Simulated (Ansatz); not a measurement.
# AlSi2B: one candidate of a structure search

Where does this trial cell of AlSi2B go when cell and atoms are let free?

Method: DFT PBE, scalar-relativistic, plane waves, PAW, in Ansatz 0.2.0.

**1. The system as given**

Symmetry: P-6m2, No. 187, hexagonal system. Conventional cell: a = 3.157 Å, b = 3.157 Å, c = 7.403 Å, α = 90.00°, β = 90.00°, γ = 120.00°. Al (site symmetry -6m2) has 6 Si at 2.68 Å as nearest neighbours. Si (site symmetry 3m) is surrounded by 3 B at 2.52 Å and 3 Al at 2.68 Å. B (site symmetry -6m2) has 6 Si at 2.52 Å as nearest neighbours.

Structure file:

```xyz
4
Lattice="3.1575 0.0000 0.0000 -1.5787 2.7345 0.0000 0.0000 0.0000 7.4031" Properties=species:S:1:pos:R:3 pbc="T T T"
Al    0.0000    0.0000    0.0000
Si    0.0000    1.8230    1.9649
Si    0.0000    1.8230    5.4382
B     1.5787    0.9115    3.7016
```

Recipe of the guess: close-packed layers stacked ABCB|A (P-6m2, No. 187). Lengths come from tabulated atomic sizes and are only a guess.

**2. Probe: one point on a coarse mesh**

input.yaml reads:

```yaml
crystal:
  lattice:
    - [3.15749234, 0.0, 0.0]
    - [-1.57874617, 2.73446858, 0.0]
    - [0.0, 0.0, 7.40313888]
  atoms:
    - { symbol: Al, position: [0.0, 0.0, 0.0] }
    - { symbol: Si, position: [0.33333333, 0.66666667, 0.26542102] }
    - { symbol: Si, position: [0.33333333, 0.66666667, 0.73457898] }
    - { symbol: B, position: [0.66666667, 0.33333333, 0.5] }
basis:
  ecutwfc: 420
kpoints:
  mp_grid: { grid: [6, 6, 4] }
hamiltonian:
  xc: pbe
scf:
  occupations: { method: gaussian, width: 0.1 }
  lower_state_search: "off"
output:
  forces: true
  stress: true
  eigenvalues: true
```

Command:

```
ansatz run input.yaml --threads 1 --pin off --max-ram 2048MiB --backend cpu --events-out ev --progress --plain --runs-dir out
```

The log of the run, cut to the lines that bear on the results:

```text
Warning: RAYON_NUM_THREADS=1 ignored (pool sized by the plan → 1); use --threads N
[...]
Pseudopotentials: kind: paw
Pseudopotential: Al, paw, valence charge 3, recommended cutoff 420 eV (normal), Al.paw.azcp
Pseudopotential: Si, paw, valence charge 4, recommended cutoff 420 eV (normal), Si.paw.azcp
Pseudopotential: B, paw, valence charge 3, recommended cutoff 420 eV (normal), B.paw.azcp
Functional definition: PBE
[...]
Crystal: 4 atoms, lattice volume = 63.919 Å³
Basis set: ecut = 420 eV, 1249 PW (Γ), exchange–correlation on 48×48×100 points (8 copies of the dense FFT grid, shifted against one another)
Bands: 11, of which v1, the nominal top of the filled ones, is band 7 counted from 1 (6 counted from 0)
Symmetry: 12 space group operations
Space group: P-6m2 (ITA 187), of the structure as read, at distance tolerance 4.0e-5 Å
k-points: 21 of 144 (time reversal used)
[...]
SCF iter   1: F=—  HF=-1961.671010 eV  |F-HF|=—  |Δ(HF+E_count)|=         —  Δρ=5.38e-3  dr2=1.00e-1  ethr=1.77e-3  ⟨swp⟩=6.1  Hψ=3623  notcnv=0  defer=1
[...]
SCF iter   6: F=-1961.657615 eV  HF=-1961.657615 eV  |F-HF|=3.35e-8  |Δ(HF+E_count)|=   1.83e-7  Δρ=4.88e-6  dr2=4.66e-8  ethr=7.14e-10  ⟨swp⟩=8.6  Hψ=1708  notcnv=0
[...]
SCF converged after 6 iterations
Free energy (F): -1961.657615 eV
[...]
E sigma→0 (E₀):  -1961.655514 eV
Entropy (-TS):   -0.004202 eV (-1.050 meV/atom)
Fermi energy:    7.354422 eV
[...]
--- Forces (eV/Å), atoms counted from 1 ---
  atom   1  Al    -0.00000000     0.00000000     0.00000000
  atom   2  Si    -0.00000000    -0.00000000     1.61461831
  atom   3  Si     0.00000000     0.00000000    -1.61461831
  atom   4  B      0.00000000    -0.00000000     0.00000000
[...]
--- Stress (GPa, compression-positive) ---
      -10.240511      -0.000000       0.000000
       -0.000000     -10.240511       0.000000
        0.000000       0.000000     -17.576118
  P = ⅓ Tr σ = -12.6857 GPa (-126.857 kbar)
--- Band table (eV; the first three rows and the last of 21) ---
  k-point 0: bands = ["-4.7898", "-2.7891", "-1.5289", "4.4820", "6.3096", "10.1066", "10.1066", "12.4766", "12.4766", "12.9867", "12.9867", "14.6885", "14.7579", "15.7208", "15.7208"]
[...]
```

Run time: 2 s. Hardware: 1 thread of Arm Neoverse V2, shared host; peak memory 0.31 GiB.

The probe gives pressure -12.7 GPa, largest force 1.61 eV/Å, gap on this mesh none (metal). A guess like this is first relaxed loosely on the coarse mesh.

**3. A loose first relaxation**

Changes to input.yaml since step 2:

```diff
@@ -23 +23,6 @@
   eigenvalues: true
+relax:
+  adjacent_minimum: "off"
+  f_tol: 0.04
+  max_steps: 70
+  cell: { stress_tol: 0.4 }
```

Command:

```
ansatz run input.yaml --threads 1 --pin off --max-ram 2048MiB --backend cpu --events-out ev --progress --plain --runs-dir out
```

The log of the run:

```text
Warning: RAYON_NUM_THREADS=1 ignored (pool sized by the plan → 1); use --threads N
Engine: ansatz 0.2.0, aarch64-unknown-linux-gnu
Pseudopotentials: kind: paw
Pseudopotential: Al, paw, valence charge 3, recommended cutoff 420 eV (normal), Al.paw.azcp
Pseudopotential: Si, paw, valence charge 4, recommended cutoff 420 eV (normal), Si.paw.azcp
Pseudopotential: B, paw, valence charge 3, recommended cutoff 420 eV (normal), B.paw.azcp
Functional definition: PBE
  parameter kappa = 0.804
  parameter beta = 0.06672455060314922
  exchange = pbe_x(kappa = kappa, mu = beta*pi^2/3)
  correlation = pbe_c(beta = beta)
Crystal: 4 atoms, lattice volume = 63.919 Å³
Basis set: ecut = 420 eV, 1249 PW (Γ), exchange–correlation on 48×48×100 points (8 copies of the dense FFT grid, shifted against one another)
Bands: 11, of which v1, the nominal top of the filled ones, is band 7 counted from 1 (6 counted from 0)
Symmetry: 12 space group operations
Space group: P-6m2 (ITA 187), of the structure as read, at distance tolerance 4.0e-5 Å
k-points: 21 of 144 (time reversal used)
Non-local potential: Al, projectors of the file, l = 0: 2, l = 1: 2, l = 2: 1
Non-local potential: Si, projectors of the file, l = 0: 2, l = 1: 2, l = 2: 2
Non-local potential: B, projectors of the file, l = 0: 2, l = 1: 2, l = 2: 1
PAW form: soft (Blöchl's): semilocal exchange-correlation on the pseudo side does not see the compensation charge
PAW one-centre angular grid: Al, 110 points (default); XC on 64 Gauss nodes
PAW one-centre angular grid: Si, 110 points (default); XC on 64 Gauss nodes
PAW one-centre angular grid: B, 110 points (default); XC on 64 Gauss nodes
Initial density: superposition of atomic densities (neutral atoms: chi_scale 0, normalization atom), corrected by the library's trained network
Initial wavefunctions: pseudopotential atomic-orbital guess
Functional: x = pbe(κ = 0.804, μ = 0.2195149727645171), c = pbe(β = 0.06672455060314922)
SCF iter   1: F=—  HF=-1961.671012 eV  |F-HF|=—  |Δ(HF+E_count)|=         —  Δρ=5.38e-3  dr2=1.00e-1  ethr=1.77e-3  ⟨swp⟩=6.1  Hψ=3622  notcnv=0  defer=1
automatic band count: the SCF goes on with 15 bands, as 11 were too few: the levels above may hold too much charge
preconditioner: auto → none  [insulator: Δε(μ)=0.218 eV  Ē_g=8.963 eV  σ=0.100 eV  W_gap=0.85  n_scr=4 (ndim 8)  ℏωp=17.4 eV  f_vac=0.000  D(μ)=0.67/eV (n_scr^D=2)  ε∞_Penn≈4.8]
SCF iter   2: F=—  HF=-1961.662112 eV  |F-HF|=—  |Δ(HF+E_count)|=   8.90e-3  Δρ=2.37e-3  dr2=3.28e-2  ethr=7.16e-4  ⟨swp⟩=1.6  Hψ=513  notcnv=0  defer=26
SCF iter   3: F=—  HF=-1961.657719 eV  |F-HF|=—  |Δ(HF+E_count)|=   4.39e-3  Δρ=1.17e-3  dr2=1.51e-3  ethr=2.34e-4  ⟨swp⟩=1.5  Hψ=282  notcnv=0  defer=26
SCF iter   4: F=—  HF=-1961.657599 eV  |F-HF|=—  |Δ(HF+E_count)|=   1.20e-4  Δρ=3.07e-4  dr2=4.09e-5  ethr=1.08e-5  ⟨swp⟩=1.8  Hψ=297  notcnv=0  defer=26
SCF iter   5: F=—  HF=-1961.657614 eV  |F-HF|=—  |Δ(HF+E_count)|=   1.57e-5  Δρ=3.35e-5  dr2=5.51e-7  ethr=2.92e-7  ⟨swp⟩=2.1  Hψ=403  notcnv=0  defer=19
SCF iter   6: F=-1961.657615 eV  HF=-1961.657615 eV  |F-HF|=3.45e-8  |Δ(HF+E_count)|=   1.81e-7  Δρ=4.93e-6  dr2=4.78e-8  ethr=7.14e-10  ⟨swp⟩=8.7  Hψ=1709  notcnv=0
SCF 1 converged in 6 iterations: F = -1961.657615 eV  dr2 = 4.78e-8
relax step   1: F+E_penalty+E_count = -1961.65761457 eV  Δ(F+E_penalty+E_count) = +0.000e0 eV  max|allowed force component| = 1.615e0 eV/Å  Δτ_max = 0.0000 Å  P = -12.686 GPa  Ω = 63.919 Å³  (6 SCF iters, dr2 threshold 1.00e-7 eV, accepted)
Crystal: 4 atoms, lattice volume = 57.449 Å³
Basis set: ecut = 420 eV, 1115 PW (Γ), exchange–correlation on 48×48×100 points (8 copies of the dense FFT grid, shifted against one another)
Bands: 15, of which v1, the nominal top of the filled ones, is band 7 counted from 1 (6 counted from 0)
Initial density: handed on by an earlier stage of this run
Initial wavefunctions: those handed on with the density
SCF iter   1: F=—  HF=-1962.794948 eV  |F-HF|=—  |Δ(HF+E_count)|=         —  Δρ=2.49e-2  dr2=1.60e0  ethr=3.10e-3  ⟨swp⟩=6.2  Hψ=1946  notcnv=0  defer=3
preconditioner: auto → none  [metal: Δε(μ)=0.017 eV  Ē_g=9.771 eV  σ=0.100 eV  W_gap=0.10  n_scr=4 (ndim 8)  ℏωp=18.3 eV  f_vac=0.000  D(μ)=4.99/eV (n_scr^D=50)]
SCF iter   2: F=—  HF=-1962.658226 eV  |F-HF|=—  |Δ(HF+E_count)|=   1.37e-1  Δρ=1.11e-2  dr2=9.48e-2  ethr=3.10e-3  ⟨swp⟩=1.8  Hψ=521  notcnv=0  defer=42
SCF iter   3: F=—  HF=-1962.634685 eV  |F-HF|=—  |Δ(HF+E_count)|=   2.35e-2  Δρ=4.65e-3  dr2=4.96e-2  ethr=6.77e-4  ⟨swp⟩=3.0  Hψ=521  notcnv=0  defer=49
SCF iter   4: F=—  HF=-1962.628012 eV  |F-HF|=—  |Δ(HF+E_count)|=   6.67e-3  Δρ=1.21e-3  dr2=2.52e-3  ethr=3.54e-4  ⟨swp⟩=1.0  Hψ=266  notcnv=0  defer=49
SCF iter   5: F=—  HF=-1962.627880 eV  |F-HF|=—  |Δ(HF+E_count)|=   1.32e-4  Δρ=2.62e-4  dr2=8.20e-5  ethr=1.80e-5  ⟨swp⟩=1.7  Hψ=309  notcnv=0  defer=49
SCF iter   6: F=—  HF=-1962.627924 eV  |F-HF|=—  |Δ(HF+E_count)|=   4.38e-5  Δρ=5.58e-5  dr2=4.48e-6  ethr=5.85e-7  ⟨swp⟩=1.2  Hψ=329  notcnv=0  defer=49
SCF iter   7: F=-1962.627923 eV  HF=-1962.627924 eV  |F-HF|=3.11e-7  |Δ(HF+E_count)|=   2.60e-7  Δρ=1.68e-5  dr2=3.82e-7  ethr=2.86e-9  ⟨swp⟩=9.1  Hψ=1760  notcnv=0
SCF 2 converged in 7 iterations: F = -1962.627923 eV  dr2 = 3.82e-7
relax step   2: F+E_penalty+E_count = -1962.62792338 eV  Δ(F+E_penalty+E_count) = -9.703e-1 eV  max|allowed force component| = 1.885e0 eV/Å  Δτ_max = 0.1502 Å  P = -8.511 GPa  Ω = 57.449 Å³  energy of the carried Pulay correction = +2.351e-3 eV  (7 SCF iters, dr2 threshold 4.00e-7 eV, accepted)
Crystal: 4 atoms, lattice volume = 53.362 Å³
Basis set: ecut = 420 eV, 1019 PW (Γ), exchange–correlation on 48×48×100 points (8 copies of the dense FFT grid, shifted against one another)
SCF iter   1: F=—  HF=-1963.677523 eV  |F-HF|=—  |Δ(HF+E_count)|=         —  Δρ=2.54e-2  dr2=1.19e0  ethr=3.10e-3  ⟨swp⟩=6.5  Hψ=1961  notcnv=0  defer=2
preconditioner: auto → none  [metal: Δε(μ)=0.109 eV  Ē_g=10.533 eV  σ=0.100 eV  W_gap=0.46  n_scr=4 (ndim 8)  ℏωp=19.0 eV  f_vac=0.000  D(μ)=2.04/eV (n_scr^D=22)]
SCF iter   2: F=—  HF=-1963.519049 eV  |F-HF|=—  |Δ(HF+E_count)|=   1.58e-1  Δρ=7.80e-3  dr2=4.28e-2  ethr=3.10e-3  ⟨swp⟩=2.1  Hψ=551  notcnv=0  defer=45
SCF iter   3: F=—  HF=-1963.506180 eV  |F-HF|=—  |Δ(HF+E_count)|=   1.29e-2  Δρ=3.06e-3  dr2=9.96e-3  ethr=3.06e-4  ⟨swp⟩=2.5  Hψ=416  notcnv=0  defer=48
SCF iter   4: F=—  HF=-1963.504301 eV  |F-HF|=—  |Δ(HF+E_count)|=   1.88e-3  Δρ=7.14e-4  dr2=6.29e-4  ethr=7.11e-5  ⟨swp⟩=1.7  Hψ=304  notcnv=0  defer=48
SCF iter   5: F=—  HF=-1963.504218 eV  |F-HF|=—  |Δ(HF+E_count)|=   8.34e-5  Δρ=1.32e-4  dr2=6.48e-6  ethr=4.49e-6  ⟨swp⟩=1.9  Hψ=307  notcnv=0  defer=48
SCF iter   6: F=—  HF=-1963.504222 eV  |F-HF|=—  |Δ(HF+E_count)|=   4.06e-6  Δρ=2.68e-5  dr2=1.12e-6  ethr=2.86e-9  ⟨swp⟩=10.0  Hψ=1866  notcnv=0
SCF iter   7: F=-1963.504222 eV  HF=-1963.504222 eV  |F-HF|=9.74e-8  |Δ(HF+E_count)|=   1.64e-7  Δρ=7.55e-6  dr2=1.09e-7  ethr=2.86e-9  ⟨swp⟩=4.0  Hψ=789  notcnv=0
SCF 3 converged in 7 iterations: F = -1963.504222 eV  dr2 = 1.09e-7
relax step   3: F+E_penalty+E_count = -1963.50422166 eV  Δ(F+E_penalty+E_count) = -8.763e-1 eV  max|allowed force component| = 1.325e0 eV/Å  Δτ_max = 0.1424 Å  P = -1.682 GPa  Ω = 53.362 Å³  energy of the carried Pulay correction = +3.970e-3 eV  (7 SCF iters, dr2 threshold 4.00e-7 eV, accepted)
[... 11 lines left out ...]
relax step   4: F+E_penalty+E_count = -1963.68118532 eV  Δ(F+E_penalty+E_count) = -1.770e-1 eV  max|allowed force component| = 1.030e0 eV/Å  Δτ_max = 0.1261 Å  P = +6.688 GPa  Ω = 51.630 Å³  energy of the carried Pulay correction = +4.691e-3 eV  (7 SCF iters, dr2 threshold 4.00e-7 eV, accepted)
[... 11 lines left out ...]
relax step   5: F+E_penalty+E_count = -1963.71867273 eV  Δ(F+E_penalty+E_count) = -3.749e-2 eV  max|allowed force component| = 4.471e-1 eV/Å  Δτ_max = 0.0513 Å  P = +0.271 GPa  Ω = 53.211 Å³  energy of the carried Pulay correction = +4.032e-3 eV  (7 SCF iters, dr2 threshold 4.00e-7 eV, accepted)
[... 12 lines left out ...]
relax step   6: F+E_penalty+E_count = -1963.74179431 eV  Δ(F+E_penalty+E_count) = -2.312e-2 eV  max|allowed force component| = 3.253e-2 eV/Å  Δτ_max = 0.0393 Å  P = -1.008 GPa  Ω = 54.459 Å³  energy of the carried Pulay correction = +3.524e-3 eV  (6 SCF iters, dr2 threshold 4.00e-7 eV, accepted)
[... 14 lines left out ...]
relax step   7: F+E_penalty+E_count = -1963.74698654 eV  Δ(F+E_penalty+E_count) = -5.192e-3 eV  max|allowed force component| = 8.312e-2 eV/Å  Δτ_max = 0.0054 Å  P = +0.092 GPa  Ω = 54.008 Å³  energy of the carried Pulay correction = +3.706e-3 eV  (6 SCF iters, dr2 threshold 4.00e-7 eV, accepted)
[... 13 lines left out ...]
relax step   8: F+E_penalty+E_count = -1963.74706362 eV  Δ(F+E_penalty+E_count) = -7.708e-5 eV  max|allowed force component| = 6.804e-2 eV/Å  Δτ_max = 0.0051 Å  P = +0.057 GPa  Ω = 53.910 Å³  energy of the carried Pulay correction = +3.746e-3 eV  (6 SCF iters, dr2 threshold 4.00e-7 eV, accepted)
[... 13 lines left out ...]
relax step   9: F+E_penalty+E_count = -1963.74720161 eV  Δ(F+E_penalty+E_count) = -1.380e-4 eV  max|allowed force component| = 6.421e-3 eV/Å  Δτ_max = 0.0021 Å  P = -0.097 GPa  Ω = 54.040 Å³  energy of the carried Pulay correction = +3.693e-3 eV  (6 SCF iters, dr2 threshold 2.89e-7 eV, accepted)
Basis set: ecut = 420 eV, 1029 PW (Γ), exchange–correlation on 48×48×90 points (8 copies of the dense FFT grid, shifted against one another)
Initial wavefunctions: pseudopotential atomic-orbital guess (no wavefunctions were taken with the density)
iter 1 solved again at ethr=2.99e-7 eV; its pass at ethr=3.10e-3 eV (dr2=4.18e-5 eV) is discarded
SCF iter   1: F=—  HF=-1963.745610 eV  |F-HF|=—  |Δ(HF+E_count)|=         —  Δρ=1.16e-4  dr2=7.10e-7  ethr=2.99e-7  ⟨swp⟩=2.9  Hψ=2762  notcnv=0
preconditioner: auto → none  [metal: Δε(μ)=0.039 eV  Ē_g=10.543 eV  σ=0.100 eV  W_gap=0.22  n_scr=4 (ndim 8)  ℏωp=18.9 eV  f_vac=0.000  D(μ)=1.17/eV (n_scr^D=4)]
SCF iter   2: F=—  HF=-1963.745649 eV  |F-HF|=—  |Δ(HF+E_count)|=   3.87e-5  Δρ=5.91e-5  dr2=1.80e-7  ethr=5.07e-9  ⟨swp⟩=2.4  Hψ=450  notcnv=0
iter 3 did not close the SCF: its close was put off for the readings that it lacked (scf_convergence_deferred on its scf_iter line)
SCF iter   3: F=-1963.745651 eV  HF=-1963.745651 eV  |F-HF|=3.80e-9  |Δ(HF+E_count)|=   1.59e-6  Δρ=3.33e-6  dr2=1.41e-9  ethr=1.29e-9  ⟨swp⟩=2.0  Hψ=456  notcnv=0
iter 4 did not close the SCF: its close was put off for the readings that it lacked (scf_convergence_deferred on its scf_iter line)
SCF iter   4: F=-1963.745651 eV  HF=-1963.745651 eV  |F-HF|=2.07e-11  |Δ(HF+E_count)|=   4.15e-9  Δρ=3.72e-7  dr2=6.54e-11  ethr=1.01e-11  ⟨swp⟩=2.2  Hψ=455  notcnv=0
iter 5 did not close the SCF: its close was put off for the readings that it lacked (scf_convergence_deferred on its scf_iter line)
SCF iter   5: F=-1963.745651 eV  HF=-1963.745651 eV  |F-HF|=2.07e-11  |Δ(HF+E_count)|=  1.27e-11  Δρ=9.89e-8  dr2=2.41e-11  ethr=1.00e-12  ⟨swp⟩=1.2  Hψ=322  notcnv=0
SCF iter   6: F=-1963.745651 eV  HF=-1963.745651 eV  |F-HF|=9.09e-13  |Δ(HF+E_count)|=  4.32e-12  Δρ=1.82e-8  dr2=1.25e-13  ethr=1.00e-12  ⟨swp⟩=2.2  Hψ=816  notcnv=0
SCF 10 converged in 6 iterations: F = -1963.745651 eV  dr2 = 1.25e-13
relax step  10: F+E_penalty+E_count = -1963.74565068 eV  Δ(F+E_penalty+E_count) = +1.551e-3 eV  max|allowed force component| = 6.058e-3 eV/Å  Δτ_max = 0.0000 Å  P = -0.141 GPa  Ω = 54.040 Å³  stress off target by 1.66e-1 GPa  SCF on the basis re-selected at this cell (its energy is not comparable with the rows above)  (6 SCF iters)
basis re-selected at this cell: Δ(F+E_penalty+E_count) = +1.551e-3 eV, ΔP = -0.044 GPa vs the last step (what re-selecting the basis moved, of the pressure what is left beyond the Pulay correction that the steps carried, after the strain that the cell walked since its last selection, with what the two solves' SCF thresholds leave and, on support functions, any second-order correction that the steps lacked; it is no measure of the basis error at this ecutwfc). The dense FFT grid was sized anew with the basis: this SCF ran on 24×24×45 points, the steps before it on 24×24×50, so part of this shift can come from that change (see relax.cell in the input reference). This SCF's stress stands 1.66e-1 GPa from its target on what of the cell is left free (relax.cell.stress_tol is 4.00e-1 GPa) and its largest allowed force component is 6.06e-3 eV/Å (relax.f_tol is 4.00e-2 eV/Å): within both
SCF converged after 6 iterations
Free energy (F): -1963.745651 eV
Harris-Foulkes:  -1963.745651 eV  (|F-HF|=9.09e-13)
Internal energy: -1963.739802 eV  (E = F + TS)
E sigma→0 (E₀):  -1963.742726 eV
Entropy (-TS):   -0.005849 eV (-1.462 meV/atom)
Fermi energy:    8.976796 eV
--- Per-component energies (eV) ---
  E_band       = 51.893915
  E_kinetic    = 154.585743
  E_local      = -80.458235  (includes V_loc(G=0)·N_el)
  E_nonlocal   = 72.424443
  E_hartree    = 39.328884
  E_xc         = -183.624499
  E_vxc        = -162.553353  (∫ρ·V_xc dr)
  E_paw        = -1570.887284  (= ΣΔE_a)
  E_vpaw       = -10.762463  (= ΣTr[D̂ρ^β])
  E_aug_tail   = 0.000008  (compensation charges beyond the density's cutoff)
  E_ewald      = -395.108863
  E_smearing   = -0.005849  (= −TS)
  E_closure    = 0.000000  (closes the sum)
  Σ components = -1963.745651   (vs F -1963.745651, Δ=0.00e0)
--- Forces (eV/Å), atoms counted from 1 ---
  atom   1  Al     0.00000000    -0.00000000    -0.00000000
  atom   2  Si     0.00000000    -0.00000000     0.00605760
  atom   3  Si     0.00000000    -0.00000000    -0.00605760
  atom   4  B      0.00000000     0.00000000     0.00000000
  max |Σ_I F_I| component: 9.25e-17 eV/Å
--- Stress (GPa, compression-positive) ---
       -0.166107       0.000000       0.000000
        0.000000      -0.166107       0.000000
        0.000000       0.000000      -0.090972
  P = ⅓ Tr σ = -0.1411 GPa (-1.411 kbar)
--- Band table (eV; the first three rows and the last of 21) ---
  k-point 0: bands = ["-4.9554", "-0.8783", "0.0656", "8.2544", "9.6593", "9.6593", "9.9911", "14.0927", "14.0927", "15.0681", "15.5969", "15.5969", "18.0618", "18.0618", "18.7455"]
  k-point 1: bands = ["-4.8799", "-1.7255", "1.4365", "6.1280", "9.6680", "9.6680", "12.2153", "14.2015", "14.2015", "15.0265", "15.2114", "15.2114", "17.7262", "17.7262", "18.8268"]
  k-point 2: bands = ["-4.7935", "-2.1852", "3.4176", "3.7935", "9.6766", "9.6766", "14.3131", "14.3938", "14.3938", "14.5796", "14.8255", "14.8255", "17.3321", "17.3321", "18.3258"]
  k-point 20: bands = ["-0.1418", "1.2884", "2.9291", "3.4271", "4.4983", "4.9877", "7.7109", "9.2136", "10.0035", "10.3946", "11.4075", "11.9480", "18.7019", "19.5036", "19.6553"]
--- Relaxed structure (9 steps of the walk, 9 accepted, 1 SCFs on fresh bases) ---
  F+E_penalty+E_count = -1963.74565068 eV   max|allowed force component| = 6.058e-3 eV/Å   (the final SCF, on the basis selected at the relaxed cell)
  cell:  # Å, volume = 54.0402 Å³
    - [3.1150579367405093, -4.711165237155003e-18, 6.083671229334056e-34]
    - [-1.5575289683702547, 2.6977193074776205, 3.1048805236880704e-34]
    - [1.426393420807837e-33, 1.6641256576091433e-33, 6.430641906854748]
  atoms:
    - { symbol: Al, position: [-9.251858504077112e-18, 1.85037171115518e-17, -4.172856919523349e-68] }
    - { symbol: Si, position: [0.3333333333333333, 0.6666666666666667, 0.31923745680748267] }
    - { symbol: Si, position: [0.3333333333333333, 0.6666666666666667, 0.6807625431925172] }
    - { symbol: B, position: [0.6666666666666666, 0.3333333333333333, 0.49999999999999994] }
```

Run time: 20 s. Hardware: 1 thread of Arm Neoverse V2, shared host; peak memory 0.32 GiB.

Relaxation path:

| step | energy from step 1 (eV/cell) | largest force component (eV/Å) | pressure (GPa) | volume (Å³) |
| --- | --- | --- | --- | --- |
| 1 | 0.0000 | 1.6146 | -12.69 | 63.92 |
| 2 | -0.9703 | 1.8850 | -8.51 | 57.45 |
| 3 | -1.8466 | 1.3251 | -1.68 | 53.36 |
| 4 | -2.0236 | 1.0295 | 6.69 | 51.63 |
| 5 | -2.0611 | 0.4471 | 0.27 | 53.21 |
| 6 | -2.0842 | 0.0325 | -1.01 | 54.46 |
| 7 | -2.0894 | 0.0831 | 0.09 | 54.01 |
| 8 | -2.0894 | 0.0680 | 0.06 | 53.91 |
| 9 | -2.0896 | 0.0064 | -0.10 | 54.04 |
| 10 | -2.0880 | 0.0061 | -0.14 | 54.04 |

Step 1 is the start. Step 10 repeats the geometry before it on a plane-wave basis chosen anew for that cell, so its energy need not be comparable with the rows above.

|  | before | after | change |
| --- | --- | --- | --- |
| a (Å) | 3.157 | 3.115 | -1.3 % |
| b (Å) | 3.157 | 3.115 | -1.3 % |
| c (Å) | 7.403 | 6.431 | -13.1 % |
| volume (Å³/atom) | 15.98 | 13.51 | -15.5 % |
| shortest distance (Å) | 2.518 | 2.141 | -14.9 % |
| space group (0.01 Å) | P-6m2 | P-6m2 | same |

The run keeps the 12 symmetry operations of the start, so it could not have lowered the symmetry.

[end of part 1 of 2]
